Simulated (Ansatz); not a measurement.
PbSe, space group Fm-3m, a dielectric-dependent hybrid calculation

Program: Ansatz's Python interface.

The script, `pbse.py`:
```python
import warnings

import ansatz
import numpy as np
from pymatgen.core import Lattice, Structure
from pymatgen.io.ase import AseAtomsAdaptor


def count_gap(report):
    # lowest empty less highest filled band, counting bands; zero where they overlap
    return max(report.get("gap_by_band_count_ev") or 0.0, 0.0)

warnings.simplefilter("ignore", ansatz.DeckWarning)

pmg_structure = Structure(
    Lattice([(0.0, 3.06065, 3.06065), (3.06065, 0.0, 3.06065), (3.06065, 3.06065, 0.0)]),
    ["Pb", "Se"],
    [
        (0.0, 0.0, 0.0),
        (0.5, 0.5, 0.5),
    ],
)
pbse = ansatz.Crystal.from_ase(AseAtomsAdaptor.get_atoms(pmg_structure))

base = (
    pbse.calculation()
    .basis(19 * ansatz.Ha)
    .kpoints(4, 4, 4)
    .scf(tolerance=1e-10)
    .occupations("fixed")
    .band_table()
)
semilocal = base.functional("pbe").run(threads=1, backend="cpu").report
hybrid = base.functional(exchange="pbe", correlation="pbe", exact_fraction="inverse_dielectric").run(threads=1, backend="cpu").report
alpha = hybrid["hybrid"]["exact_exchange_fraction"]
print(f"fraction of exact exchange {alpha:.4f}, so eps_inf = {1 / alpha:.2f}")
print(f"gap by band count: {count_gap(semilocal):.3f} eV semilocal, {count_gap(hybrid):.3f} eV hybrid")
```

```console
$ python pbse.py
fraction of exact exchange 0.0450, so eps_inf = 22.23
gap by band count: 0.287 eV semilocal, 0.457 eV hybrid
```

The fraction is 0.0450, one over a mean dielectric constant (a third of the trace) of 22.23. It opens the gap from 0.287 to 0.457 eV, by 0.17 eV.

What to keep in mind:
- The k-point mesh is coarse, and energy and stress weren't tested for convergence.
- The structure is a deposited one; some such entries were measured under pressure or heat, so a shift against it needn't be the functional's error alone.
- Levels are Kohn-Sham eigenvalues on this mesh, without spin-orbit coupling.
- The gaps are those of a coarse mesh; the run finds the dielectric constant of the semilocal functional on meshes of its own.
- Hardware and time: 92 s on 1 thread of Arm Neoverse V1, on a shared host, peak memory 1.3 GiB.
